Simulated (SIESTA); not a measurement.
Bi2Te:

```
CELL_PARAMETERS angstrom
-4.00791 4.00791 3.17432
4.00791 -4.00791 3.17432
4.00791 4.00791 -3.17432
ATOMIC_POSITIONS crystal
Bi 0.45247 0.62500 0.32747
Bi 0.29753 0.12500 0.67253
Bi 0.87500 0.54753 0.17253
Bi 0.37500 0.70247 0.82747
Te 0.75000 0.25000 0.50000
Te 0.00000 0.00000 0.00000
```

The cell comes from a database or a generator and needn't be the stable form of this composition.

```yaml
Program: SIESTA 5.4.2
Task: single point
Functional: PBE
Potentials_or_basis: PseudoDojo 0.4 standard (PBE files)
Basis: DZP (energy shift 0.003 Ry; two zetas on semicore shells)
Grid_cutoff: 500 Ry
Energy_shift: 0.003 Ry
k_mesh: 6 × 6 × 6
Occupations: fermi-dirac, width 0.05 eV
Spin: no spin polarisation
```

On this cell: pressure 0.6 GPa; largest force 0.059 eV/Å; band gap on the k mesh none (metal or under the smearing width).

The same run follows on a disturbed copy (atoms moved at random, drawn with an rms of 0.05 Å):

```xyz
6
Lattice="-4.0079 4.0079 3.1743 4.0079 -4.0079 3.1743 4.0079 4.0079 -3.1743" Properties=species:S:1:pos:R:3 pbc="T T T"
Bi    2.0239    0.6316    2.4076
Bi    2.0363    3.3940   -0.7793
Bi   -0.6412    2.0362    3.9622
Bi    4.6334    1.9385    0.8103
Te    0.0000    4.0270    1.5659
Te    0.0017   -0.0179    0.0014
```

Problem. What changes?

Solution. The energy (extrapolated to zero smearing) moves by +2.6 meV/atom; pressure 0.6 GPa; largest force 0.192 eV/Å; band gap on the k mesh none (metal or under the smearing width).

Forces in eV/Å, atoms in the order of the input:
```
Bi  -0.142 -0.059 -0.115
Bi  -0.021  0.011 -0.050
Bi   0.127 -0.087  0.061
Bi  -0.060  0.149  0.026
Te   0.037 -0.103  0.131
Te   0.058  0.090 -0.051
```

Stress tensor (GPa, compression positive):
```
 0.69 -0.09  0.07
-0.09  0.56  0.08
 0.07  0.08  0.49
```

Caveats: spin-orbit coupling is left out, which moves the levels of the heavy elements; the basis of atomic orbitals isn't converged, which shifts pressures, moduli and gaps.
